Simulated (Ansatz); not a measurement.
**ClF₂ISn: a ladder of functionals and wavefunction methods**

One table from this session's results is given with a row withheld; the runs are named, their logs left out.

Computed with Ansatz 0.2.0, Gaussian basis. Level: functionals in def2-TZVPP, the program's frozen cores in correlated methods.

Levels to be run: LDA (SPW92), PBE-D4, revPBE-D4, BLYP-D4, r2SCAN-D4, B97M-V, PBE0-D4, B3LYP-D4, r2SCANh-D4, r2SCAN0-D4, HSE06-D4, BHLYP-D4, CAM-B3LYP-D4, LC-ωPBE, ωB97X-V, ωB97M-V, B2PLYP, PBE-QIDH; CCSD(T)/def2-SVP; CCSD(T)/def2-TZVPP; MP2/def2-QZVPP; extrapolation to the limit; RPA on PBE.

**Structure used throughout**

The geometry comes from an earlier relaxation with PBE0-D4 in a triple-zeta def2 set; it is a stationary point. Sn, I take the def2 core potential; no spin-orbit term is included.

SMILES `[F][Sn]([F])([Cl])[I]`, 5 atoms, charge 0, spin multiplicity 1.

Atoms are counted from 1 here; the program's logs count them from 0.

Bond lengths: F1–Sn2 1.893 Å, Sn2–F3 1.893 Å, Sn2–Cl4 2.281 Å, Sn2–I5 2.616 Å. Angles: F1–Sn2–F3 104.1°, F1–Sn2–Cl4 107.5°, F1–Sn2–I5 110.7°, F3–Sn2–Cl4 107.5°, F3–Sn2–I5 110.7°, Cl4–Sn2–I5 115.6°.

Geometry (Å):

```mol
ClF2ISn
  3D, bonds by distance, orders not assigned

  5  4  0  0  0  0  0  0  0  0999 V2000
   -0.0106   -0.3646    1.8892 F   0  0
    0.0294   -0.0713    0.0197 Sn  0  0
    1.5390   -1.0493   -0.5695 F   0  0
   -1.8217   -1.0628   -0.8708 Cl  0  0
    0.3138    2.4745   -0.5100 I   0  0
  1  2  8  0
  2  3  8  0
  2  4  8  0
  2  5  8  0
M  END
```

Set-up of the first run:

Contents of in.yaml:

```yaml
crystal:
  periodic: [false, false, false]
  atoms:
    - {symbol: F, position_ang: [-0.010606, -0.364640, 1.889182]}
    - {symbol: Sn, position_ang: [0.029438, -0.071269, 0.019731]}
    - {symbol: F, position_ang: [1.538976, -1.049309, -0.569547]}
    - {symbol: Cl, position_ang: [-1.821692, -1.062843, -0.870806]}
    - {symbol: I, position_ang: [0.313783, 2.474461, -0.509960]}
basis:
  gaussian: {orbitals: def2-TZVPP}
hamiltonian: {xc: lda}
output: {orbitals: {seedname: orbitals}}
```

Started as:

```sh
> ansatz run in.yaml --threads 2 --pin off --events-out ev --progress --plain --max-ram 32768MiB --backend cpu
```

Steps of the session up to this table: LDA; PBE-D4 (GGA); revPBE-D4 (GGA); BLYP-D4 (GGA); r2SCAN-D4 (meta-GGA); B97M-V (meta-GGA); B3LYP-D4 (hybrid); r2SCANh-D4 (hybrid); r2SCAN0-D4 (hybrid); HSE06-D4 (hybrid); BHLYP-D4 (hybrid); CAM-B3LYP-D4 (range-separated); LC-ωPBE (range-separated); ωB97X-V (range-separated); ωB97M-V (range-separated); B2PLYP (double hybrid); PBE-QIDH (double hybrid).

One table of the session follows, with a row left open; its other results are not shown here.

It belongs to the step «Orbital energies across the functionals». 

| functional | HOMO (eV) | LUMO (eV) | gap (eV) |
| --- | --- | --- | --- |
| LDA (SPW92) | -7.85 | -4.58 | 3.27 |
| PBE-D4 | -7.66 | -4.23 | 3.43 |
| revPBE-D4 | -7.60 | -4.11 | 3.49 |
| BLYP-D4 | -7.48 | -4.17 | 3.31 |
| r2SCAN-D4 | ? | ? | ? |
| B97M-V | -7.98 | -3.93 | 4.05 |
| PBE0-D4 | -8.88 | -3.40 | 5.48 |
| B3LYP-D4 | -8.61 | -3.69 | 4.93 |
| r2SCANh-D4 | -8.45 | -3.79 | 4.66 |
| r2SCAN0-D4 | -9.10 | -3.32 | 5.78 |
| HSE06-D4 | -8.48 | -3.77 | 4.72 |
| BHLYP-D4 | -9.90 | -2.49 | 7.42 |
| CAM-B3LYP-D4 | -10.15 | -2.43 | 7.72 |
| LC-ωPBE | -11.52 | -1.21 | 10.31 |
| ωB97X-V | -11.16 | -1.31 | 9.85 |
| ωB97M-V | -11.02 | -1.40 | 9.62 |

**Question.** Estimate the row for r2SCAN-D4.

Worked estimate for «HOMO (eV)». Against the share of exact exchange, r2SCANh-D4 (0.1, -8.45), r2SCAN0-D4 (0.25, -9.10) give a slope of -4.33 per unit share; at 0 the line stands at -8.02.

The run gave: HOMO (eV): -8.01; LUMO (eV): -4.09; gap (eV): 3.92. In «HOMO (eV)» the line misses by -0.01.
